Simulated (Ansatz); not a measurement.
# CH₃Ga (singlet): from Hartree-Fock to the top rungs, cc-pVDZ

An exercise on one series of results from a longer session: the logs are not shown, and one member is left open.

The runs use Ansatz 0.2.0, Gaussian basis; cc-pVDZ, core rule «outside noble gas», up to 15 orbitals frozen.

To be run: UHF; CCSD(T) on RHF; CCSD(T) on UHF; BCCD(T) on RHF; CISD; CCSDT(Q) on RHF; CCSDT(Q) on UHF.

27 further runs of the same task are left out: 1 for a known fault of the program, 11 that didn't finish, 15 set aside as unsound or not needed.

## The system

The geometry is a PBE0/def2-TZVP stationary point (not a proven minimum) of the parent state, kept for this charge and spin. No spin-orbit coupling is included. The filled d shell of Ga may be among the frozen orbitals whatever the setting's name suggests; the logs give the count.

5 atoms, charge 0, spin multiplicity 1.

Atoms are counted from 1 here; the program's logs count them from 0.

Bond lengths: C1–Ga2 1.956 Å, C1–H3 1.090 Å, C1–H4 1.087 Å, Ga2–H5 1.596 Å. Angles: Ga2–C1–H3 122.8°, Ga2–C1–H4 123.5°, H3–C1–H4 113.7°, C1–Ga2–H5 119.5°.

The first run:

in.yaml

```yaml
crystal:
  periodic: [false, false, false]
  atoms:
    - {symbol: C, position_ang: [0.000000, 0.082980, 1.625733]}
    - {symbol: Ga, position_ang: [0.000000, -0.036718, -0.326926]}
    - {symbol: H, position_ang: [0.000000, 1.033629, 2.158538]}
    - {symbol: H, position_ang: [0.000000, -0.785147, 2.279606]}
    - {symbol: H, position_ang: [0.000000, 1.302631, -1.195794]}
basis:
  gaussian: {orbitals: cc-pVDZ}
magnetization: {spin_polarized: true, initial_magnetization: 0}
hamiltonian: {xc: hf}
output: {orbitals: {seedname: orbitals}}
```

Command:

```
$ ansatz run in.yaml --threads 1 --pin off --events-out ev --progress --plain --max-ram 2393MiB
```

Among the steps run: UHF; CCSD(T) on RHF; CCSD(T) on UHF; BCCD(T) on RHF; CISD; CCSDT(Q) on RHF; CCSDT(Q) on UHF.

One table of the session follows, with a row left open; its other results are not shown here.

| method | from RCCSDT(Q) (kJ/mol) |
| --- | --- |
| RHF | +678.9 |
| UHF | +491.6 |
| RMP2 | +103.3 |
| UMP2 | +60.8 |
| RCCSD | +35.7 |
| UCCSD | -22.2 |
| RCCSD(T) | +5.8 |
| UCCSD(T) | -34.8 |
| BCCD(T) | +6.2 |
| RCCSDT | +3.3 |
| UCCSDT | ? |
| RCCSDT(Q) | 0 |
| UCCSDT(Q) | -44.3 |

**Question.** Estimate the row for UCCSDT.

**Answer.** from RCCSDT(Q) (kJ/mol): -41.4. In the column «from RCCSDT(Q) (kJ/mol)» it lies between UCCSDT(Q) (-44.3) and UCCSD(T) (-34.8).

Not comparable, so not listed: CISD (they don't share determinant, frozen orbitals or solution with the rows shown, or repeat one).

Caveats from the session: The determinant is far from a pure spin state, so its energy mixes those of several spin states (harmless only where they are near-degenerate, as at dissociation). The program flags UCCSD(T), UCCSDT(Q) as in doubt, so those rows may rest on another solution; read them beside their warnings. Warnings: restricted reference is unstable; spin contamination; large T1 diagnostic. Restricted and unrestricted rows rest on different reference determinants; where their highest levels disagree by more than a few hundredths of an eV, they describe different states and don't form one ladder.
